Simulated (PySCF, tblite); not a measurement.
**C₇H₈BCl: geometry, infrared bands and NMR shifts**

What infrared bands and NMR shifts should C₇H₈BCl (`Cl[C@@H]1[C@@H]2C=CB[C@H]1C=C2`) show?

Computed with tblite 0.8.0 and PySCF 2.14.0, with density-fitted response routines of our own, on a single molecule in the gas phase. Atoms count from 0, in the outputs and in this text.

## Step 1: The molecule as given

17 atoms, charge 0, multiplicity 1; geometry from: force field or distance geometry start.

Bonds of the start (Å): Cl0–C1 1.73, C1–C2 1.54, C2–C3 1.48, C3–C4 1.35, C4–B5 1.57, B5–C6 1.58, C6–C7 1.51, C7–C8 1.32, C6–C1 1.53, C8–C2 1.49, C1–H9 1.12, C2–H10 1.11, C3–H11 1.05, C4–H12 1.10, B5–H13 1.19, C6–H14 1.09, C7–H15 1.09, C8–H16 1.09.

## Step 2: Optimising the geometry with GFN2-xTB

The job: settings as JSON, then the geometry in Å.

```
{"job": {"kind": "relax", "xc": "GFN2-xTB", "basis": "xTB"}, "charge": 0, "multiplicity": 1}
Cl    -0.364100     1.245200    -2.394300
C     -0.935900     0.422600    -0.981400
C     -0.460800     1.025100     0.356000
C      0.984000     1.344100     0.356400
C      1.804700     0.290700     0.166200
B      1.207400    -0.954100    -0.578300
C     -0.352700    -0.981900    -0.794000
C     -0.910500    -1.234800     0.586400
C     -0.828000    -0.100100     1.261400
H     -2.040300     0.265900    -0.895200
H     -1.075300     1.927600     0.568200
H      1.371500     2.310500     0.526500
H      2.849400     0.323900     0.507600
H      1.759300    -1.988800    -0.398600
H     -0.704200    -1.694800    -1.541400
H     -1.308500    -2.199100     0.915500
H     -1.003000     0.010000     2.329000
```

On the command line:

```sh
> OMP_NUM_THREADS=1 python probes_run.py task.json out
```

One launch serves the whole session: the jobs run in the order shown.

**Question.** This job is followed by: GFN2-xTB harmonic vibrations, gas phase; GIAO PBE0/pcSseg-1 NMR shielding, non-relativistic, gas phase. Predict these results of the whole session: strongest single infrared mode (GFN2-xTB); zero-point energy (GFN2-xTB); ¹³C shifts against TMS (PBE0/pcSseg-1); ¹H shifts against TMS (PBE0/pcSseg-1); ³⁵Cl shifts against HCl (PBE0/pcSseg-1); ¹¹B shifts against BF3·OEt2 (PBE0/pcSseg-1).

**Answer**, as computed:

| quantity | value |
| --- | --- |
| strongest single infrared mode (GFN2-xTB) | 2658 cm⁻¹, 139 km/mol |
| zero-point energy (GFN2-xTB) | 81.1 kcal/mol |
| ¹³C shifts against TMS (PBE0/pcSseg-1) | 171.9, 156.6, 143.0, 139.1, 83.1, 56.8, 55.0 ppm |
| ¹H shifts against TMS (PBE0/pcSseg-1) | 7.65, 7.20, 7.09, 6.81, 6.22, 5.20, 3.16, 3.16 ppm |
| ³⁵Cl shifts against HCl (PBE0/pcSseg-1) | 125 ppm |
| ¹¹B shifts against BF3·OEt2 (PBE0/pcSseg-1) | 68.4 ppm |

**Reading.** Relaxing lowered the energy by 0.835 eV in 65 steps; the close pair that moved most is Cl0–C1, from 1.732 to 1.777 Å. No mode is imaginary among the 45: a minimum at this level. The strongest single mode, at 2658 cm⁻¹, moves mainly H13. Unscaled tight-binding wavenumbers are off by several per cent, some by more. Its intensities can rank the bands wrongly. At PBE0/pcSseg-1: The widest tensor belongs to Cl0: span 373 ppm, with a paramagnetic part of -322 ppm.
